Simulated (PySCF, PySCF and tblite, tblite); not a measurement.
# C6H6BClO2: a path driven as rotation about a bond, and NMR exchange, part 2 of 2

PySCF and tblite. Atoms count from 0. The steps go on from the part before.

## Step 7: Shieldings, saddle of leg 1: PBE0/pcSseg-1 in cyclohexane

Job settings and geometry (Å):

```
{"job": {"kind": "nmr", "xc": "PBE0", "basis": "pcSseg-1", "solvent": "cyclohexane", "pop": false}, "charge": 0, "multiplicity": 1}
O      2.900557     0.892212    -0.048220
B      2.046882    -0.123346    -0.224592
O      2.562450    -1.308595    -0.682357
C      0.456424    -0.000461    -0.052609
C     -0.333536    -1.027824    -0.577336
C     -1.712809    -1.016379    -0.500397
C     -2.357605     0.039483     0.121307
C     -1.613906     1.075478     0.656386
C     -0.232391     1.045663     0.560844
Cl     0.620609     2.390042     1.266819
H      2.527343     1.741531     0.202009
H      2.781924    -2.000801    -0.070654
H      0.174490    -1.846430    -1.064999
H     -2.285408    -1.828539    -0.922447
H     -3.434635     0.061623     0.191729
H     -2.100386     1.906343     1.144518
```

What it wrote:

```text
coarse grid: 15120 points
cycle   1  E = -866.9484621757  dE =  1.849e+00  |g| = 9.115e-01  |ddm| = 4.093e+00
cycle   2  E = -866.7982020055  dE =  1.503e-01  |g| = 1.291e+00  |ddm| = 1.797e+00
cycle   3  E = -867.0999653858  dE = -3.018e-01  |g| = 1.155e-01  |ddm| = 1.200e+00
cycle   4  E = -867.1025433649  dE = -2.578e-03  |g| = 6.024e-02  |ddm| = 1.943e-01
cycle   5  E = -867.1034222945  dE = -8.789e-04  |g| = 1.734e-02  |ddm| = 7.824e-02
cycle   6  E = -867.1034908456  dE = -6.855e-05  |g| = 3.719e-03  |ddm| = 1.799e-02
cycle   7  E = -867.1034939254  dE = -3.080e-06  |g| = 1.359e-03  |ddm| = 4.508e-03
final grid: 144856 points
cycle   8  E = -867.1794381172  dE = -4.377e-05  |g| = 1.002e-02  |ddm| = 4.441e-02
cycle   9  E = -867.1794212587  dE =  1.686e-05  |g| = 1.375e-02  |ddm| = 2.147e-02
cycle  10  E = -867.1794593615  dE = -3.810e-05  |g| = 1.199e-03  |ddm| = 1.217e-02
cycle  11  E = -867.1794595956  dE = -2.341e-07  |g| = 3.895e-04  |ddm| = 1.166e-03
cycle  12  E = -867.1794596262  dE = -3.056e-08  |g| = 1.014e-04  |ddm| = 4.141e-04
cycle  13  E = -867.1794596283  dE = -2.114e-09  |g| = 3.714e-05  |ddm| = 1.380e-04
cycle  14  E = -867.1794596286  dE = -3.251e-10  |g| = 1.126e-05  |ddm| = 4.666e-05
converged SCF energy = -867.1794596286

GIAO shielding tensors (ppm)
atom      isotropic    diamagn.    paramagn.     s11        s22        s33       span
  0 O      172.013     385.659    -213.646     35.005    203.402    277.632    242.628
  1 B       71.822     194.452    -122.630     57.744     71.680     86.041     28.297
  2 O      265.691     388.402    -122.711    192.616    280.549    323.909    131.293
  3 C       50.290     256.060    -205.770    -33.264      6.613    177.522    210.786
  4 C       41.939     253.357    -211.419    -70.239     24.042    172.013    242.251
  5 C       54.517     253.817    -199.300    -55.473     39.317    179.708    235.180
  6 C       48.083     255.326    -207.244    -60.850     31.305    173.793    234.643
  7 C       51.446     250.020    -198.574    -47.554     46.526    155.365    202.918
  8 C       36.645     255.248    -218.603    -62.588     60.320    112.204    174.792
  9 Cl     724.085    1148.476    -424.391    550.964    643.277    978.013    427.049
 10 H       24.171      32.214      -8.042     14.784     23.615     34.116     19.332
 11 H       29.112      30.843      -1.730     22.504     22.852     41.982     19.478
 12 H       23.275      32.476      -9.201     18.625     22.329     28.872     10.247
 13 H       24.027      30.552      -6.524     20.603     24.694     26.785      6.182
 14 H       23.906      29.589      -5.683     20.497     24.512     26.708      6.211
 15 H       23.999      30.786      -6.787     19.460     23.277     29.260      9.800
```

Run time: 30 s. Hardware: 1 thread of Arm Neoverse V2, shared host; peak memory 1.1 GiB.

In short: HOMO -7.38 eV, LUMO -1.22 eV; dipole 2.98 D.

## Step 8: Shieldings, end: PBE0/pcSseg-1 in cyclohexane

Job settings and geometry (Å):

```
{"job": {"kind": "nmr", "xc": "PBE0", "basis": "pcSseg-1", "solvent": "cyclohexane", "pop": false}, "charge": 0, "multiplicity": 1}
O      2.889807     0.992205    -0.049850
B      2.097324    -0.088258     0.054742
O      2.719952    -1.287075     0.005508
C      0.498030    -0.008236     0.178265
C     -0.280222    -1.010733    -0.405951
C     -1.661605    -0.999963    -0.353560
C     -2.317226     0.026267     0.304770
C     -1.583689     1.037091     0.898349
C     -0.200664     1.011882     0.822870
Cl     0.657674     2.312796     1.595162
H      2.461077     1.844092     0.039632
H      2.160240    -2.057468     0.085328
H      0.218539    -1.812734    -0.933359
H     -2.226027    -1.791037    -0.823902
H     -3.395178     0.043896     0.356618
H     -2.077479     1.845185     1.415677
```

What it wrote:

```text
coarse grid: 15120 points
cycle   1  E = -866.9630375769  dE =  1.848e+00  |g| = 8.979e-01  |ddm| = 4.083e+00
cycle   2  E = -866.8162152891  dE =  1.468e-01  |g| = 1.278e+00  |ddm| = 1.790e+00
cycle   3  E = -867.1109934165  dE = -2.948e-01  |g| = 1.143e-01  |ddm| = 1.184e+00
cycle   4  E = -867.1135567314  dE = -2.563e-03  |g| = 5.909e-02  |ddm| = 1.943e-01
cycle   5  E = -867.1144267784  dE = -8.700e-04  |g| = 1.796e-02  |ddm| = 7.934e-02
cycle   6  E = -867.1145013672  dE = -7.459e-05  |g| = 3.428e-03  |ddm| = 1.806e-02
cycle   7  E = -867.1145040056  dE = -2.638e-06  |g| = 1.231e-03  |ddm| = 4.426e-03
final grid: 144856 points
cycle   8  E = -867.1901109629  dE = -4.729e-05  |g| = 1.012e-02  |ddm| = 4.470e-02
cycle   9  E = -867.1900950261  dE =  1.594e-05  |g| = 1.362e-02  |ddm| = 2.223e-02
cycle  10  E = -867.1901330579  dE = -3.803e-05  |g| = 1.193e-03  |ddm| = 1.269e-02
cycle  11  E = -867.1901332966  dE = -2.387e-07  |g| = 3.827e-04  |ddm| = 1.276e-03
cycle  12  E = -867.1901333299  dE = -3.324e-08  |g| = 1.212e-04  |ddm| = 4.585e-04
cycle  13  E = -867.1901333336  dE = -3.733e-09  |g| = 3.783e-05  |ddm| = 1.679e-04
cycle  14  E = -867.1901333339  dE = -3.388e-10  |g| = 9.820e-06  |ddm| = 4.751e-05
converged SCF energy = -867.1901333339

GIAO shielding tensors (ppm)
atom      isotropic    diamagn.    paramagn.     s11        s22        s33       span
  0 O      202.231     385.485    -183.254     82.589    227.196    296.907    214.317
  1 B       74.183     195.211    -121.029     58.377     70.650     93.521     35.144
  2 O      212.106     386.113    -174.007     94.920    253.176    288.222    193.302
  3 C       48.082     259.082    -211.000    -35.453      4.343    175.356    210.809
  4 C       47.800     255.574    -207.774    -64.398     36.806    170.992    235.390
  5 C       54.355     253.710    -199.356    -56.081     38.573    180.571    236.652
  6 C       49.183     255.605    -206.423    -59.612     32.337    174.823    234.434
  7 C       50.823     250.291    -199.468    -48.638     44.367    156.739    205.377
  8 C       38.049     255.343    -217.294    -61.501     59.745    115.903    177.404
  9 Cl     719.286    1148.088    -428.801    547.691    632.587    977.580    429.889
 10 H       25.712      32.402      -6.690     16.897     25.565     34.675     17.777
 11 H       26.802      32.468      -5.666     19.488     25.796     35.123     15.635
 12 H       24.018      33.761      -9.743     19.856     23.209     28.987      9.130
 13 H       24.067      30.814      -6.747     20.691     24.716     26.795      6.105
 14 H       23.929      29.761      -5.832     20.526     24.606     26.655      6.130
 15 H       23.961      30.867      -6.906     19.499     23.257     29.128      9.629
```

Run time: 29 s. Hardware: 1 thread of Arm Neoverse V2, shared host; peak memory 1.1 GiB.

This run: HOMO -7.43 eV, LUMO -1.09 eV; dipole 4.24 D.

## Step 9: Barriers, rates and exchange

Job settings and geometry (Å):

```
{"job": {"smiles": "OB(O)c1ccccc1Cl", "charge": 0, "mult": 1, "motion": "rotation", "what": "boronate", "atoms": [1, 2], "drives": [{"terms": [["t", [0, 1, 2, 11], 0.5], ["t", [3, 1, 2, 11], 0.5]], "by": 180, "n": 12}], "study": "path", "level": {"kind": "nmr", "xc": "PBE0", "basis": "pcSseg-1", "solvent": "cyclohexane"}, "fields": [90, 600, 900], "first": 5, "seed": 735, "kind": "path"}, "charge": 0, "multiplicity": 1}
O      2.921934     0.684625     0.413793
B      1.988877    -0.220695     0.043363
O      2.418864    -1.390296    -0.483969
C      0.410936    -0.042792     0.168415
C     -0.398140    -1.094806    -0.270947
C     -1.777083    -1.044577    -0.208181
C     -2.402722     0.078991     0.304945
C     -1.639155     1.142063     0.750463
C     -0.257721     1.069667     0.677790
Cl     0.615223     2.457700     1.262731
H      2.595471     1.507580     0.785171
H      3.373252    -1.452441    -0.540170
H      0.096993    -1.966290    -0.669180
H     -2.365239    -1.879238    -0.558654
H     -3.479535     0.133167     0.360241
H     -2.109552     2.026287     1.153347
```

What it wrote:

```text
stationary points (kcal/mol above the start)
  n  kind          group   xTB      DFT    lowest mode
  0  minimum      Cs       0.00     0.00      25.0
  1  saddle       C1      11.80    10.29    -611.9
  2  minimum      C1       4.81     3.51      46.6

GFN2-xTB energies: T/K, barrier G, reaction G (kcal/mol), k forward, k back (1/s)
 150.00    10.56     4.66    0.00253   7.68e+03
 200.00    10.58     4.66         23   1.44e+06
 250.00    10.59     4.67    5.7e+03   3.44e+07
 298.15    10.61     4.67   2.06e+05   2.73e+08
 350.00    10.64     4.67   3.31e+06   1.36e+09
 400.00    10.67     4.67   2.46e+07   4.37e+09
 500.00    10.75     4.66   4.16e+08   2.26e+10

PBE0/pcSseg-1 + D3(BJ), IEF-PCM cyclohexane energies: T/K, barrier G, reaction G (kcal/mol), k forward, k back (1/s)
 150.00     9.06     3.36      0.395   1.54e+04
 200.00     9.07     3.37   1.01e+03   2.42e+06
 250.00     9.09     3.37   1.18e+05   5.22e+07
 298.15     9.11     3.37   2.61e+06   3.87e+08
 350.00     9.14     3.37   2.88e+07   1.84e+09
 400.00     9.17     3.37   1.63e+08   5.67e+09
 500.00     9.25     3.36   1.89e+09   2.79e+10
```

It took 99 s on 1 thread of Arm Neoverse V2, shared host; peak memory 1.1 GiB. This counts the whole study up to here.

Barriers by level (kcal/mol; entropies in cal/(mol K)). Zero-point and thermal terms come from xTB in every row. ΔG‡ leaves symmetry out; the rate counts equivalent paths (a factor of 2); effective ΔG‡, where given, is the barrier that would give that rate by Eyring's equation alone:

```csv
level,ΔE‡,with zero-point,ΔH‡,ΔS‡,ΔG‡ (298 K),ΔE of reaction,k at 298 K (1/s),effective ΔG‡
GFN2-xTB,11.80,10.54,10.48,-0.4,10.61,4.81,2.1e+05,10.20
"PBE0/pcSseg-1 + D3(BJ), IEF-PCM cyclohexane",10.29,9.03,8.98,-0.4,9.11,3.51,2.6e+06,8.70
```

Sites that the driver pairs across this motion, and where their lines would merge (no couplings; faster rotations or exchange between molecules can average them sooner):

```csv
nucleus,sites: shielding (ppm),proton frequency (MHz),spread (Hz),coalescence (K),lines at 298 K
¹⁷O,O2: 224.4; O2 (end): 212.1,900,1496,not given,–
¹³C,C4: 42.4; C4 (end): 47.8,900,1213,not given,–
¹³C,C3: 52.9; C3 (end): 48.1,900,1096,not given,–
¹H,H10: 24.74; H10 (end): 25.71,900,877,not given,–
¹H,H12: 23.15; H12 (end): 24.02,900,779,not given,–
¹⁷O,O0: 206.6; O0 (end): 202.2,900,536,not given,–
¹H,H11: 27.17; H11 (end): 26.80,900,329,not given,–
¹³C,C8: 36.7; C8 (end): 38.0,900,313,not given,–
```

A dash: the driver gave no coalescence for this row (it judged the minor form too scarce).

Rows that set an atom against itself at the end compare its shielding in the two forms.

Lines of quadrupolar nuclei are broad, so their coalescence could hardly be seen.

## Step 10: Summary of results

What follows sums up all 2 parts.

| quantity | value |
| --- | --- |
| barrier (PBE0/pcSseg-1 + D3(BJ), IEF-PCM cyclohexane) | ΔE‡ 10.3, ΔG‡(298 K) 9.1 kcal/mol |
| barrier (GFN2-xTB) | ΔE‡ 11.8 kcal/mol |
| rate at 298 K | 2.6e+06 s⁻¹ |
| end of the path | 3.5 kcal/mol from the start |

The barrier is 10.3 kcal/mol at the DFT level (xTB: 11.8); with thermal terms and the count of paths the DFT value gives a rate of 2.6e+06 s⁻¹ at 298 K. An error of 1.4 kcal/mol changes that rate tenfold.
